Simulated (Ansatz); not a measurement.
# Si3Ru: the cost of one run

Method: DFT PBE, scalar-relativistic, plane waves, PAW, in Ansatz 0.2.0.

2 further runs of the same task are left out: 1 that didn't finish, 1 set aside as unsound or not needed.

**1. The starting structure**

The structure is tetragonal, space group I4/mmm (No. 139). The conventional cell has a = 6.034 Å, b = 6.034 Å, c = 3.949 Å, α = 90.00°, β = 90.00°, γ = 90.00°. Around Si (site symmetry -4m2) lie 2 Si at 1.97 Å. Around Si (site symmetry 4/mmm) lie 2 Ru at 1.97 Å. Around Ru (site symmetry 4/mmm) lie 2 Si at 1.97 Å.

Structure file:

```
Si Ru
1.0
    -3.01680    3.01680    1.97473
     3.01680   -3.01680    1.97473
     3.01680    3.01680   -1.97473
Si Ru
3 1
Direct
  0.75000 0.25000 0.50000
  0.25000 0.75000 0.50000
  0.50000 0.50000 0.00000
  0.00000 0.00000 0.00000
```

The cell is invented: random cell by space group and Wyckoff sites (I4/mmm, No. 139). Its size is a rough estimate.

**2. Probe: one point on a coarse mesh**

input.yaml

```yaml
crystal:
  lattice:
    - [-3.01679614, 3.01679614, 1.97473235]
    - [3.01679614, -3.01679614, 1.97473235]
    - [3.01679614, 3.01679614, -1.97473235]
  atoms:
    - { symbol: Si, position: [0.75, 0.25, 0.5] }
    - { symbol: Si, position: [0.25, 0.75, 0.5] }
    - { symbol: Si, position: [0.5, 0.5, 0.0] }
    - { symbol: Ru, position: [0.0, 0.0, 0.0] }
basis:
  ecutwfc: 420
kpoints:
  mp_grid: { grid: [6, 6, 6] }
hamiltonian:
  xc: pbe
scf:
  occupations: { method: gaussian, width: 0.1 }
  lower_state_search: "off"
output:
  forces: true
  stress: true
  eigenvalues: true
```

Started as:

```console
$ ansatz run input.yaml --threads 1 --pin off --max-ram 2560MiB --backend cpu --events-out ev --progress --plain --runs-dir out
```

What time and memory should one allow on 1 thread of Intel Xeon Platinum 8259CL at 2.50GHz (Skylake/Cascade Lake), shared host?

About 2.5 s, with a peak of 0.37 GiB.
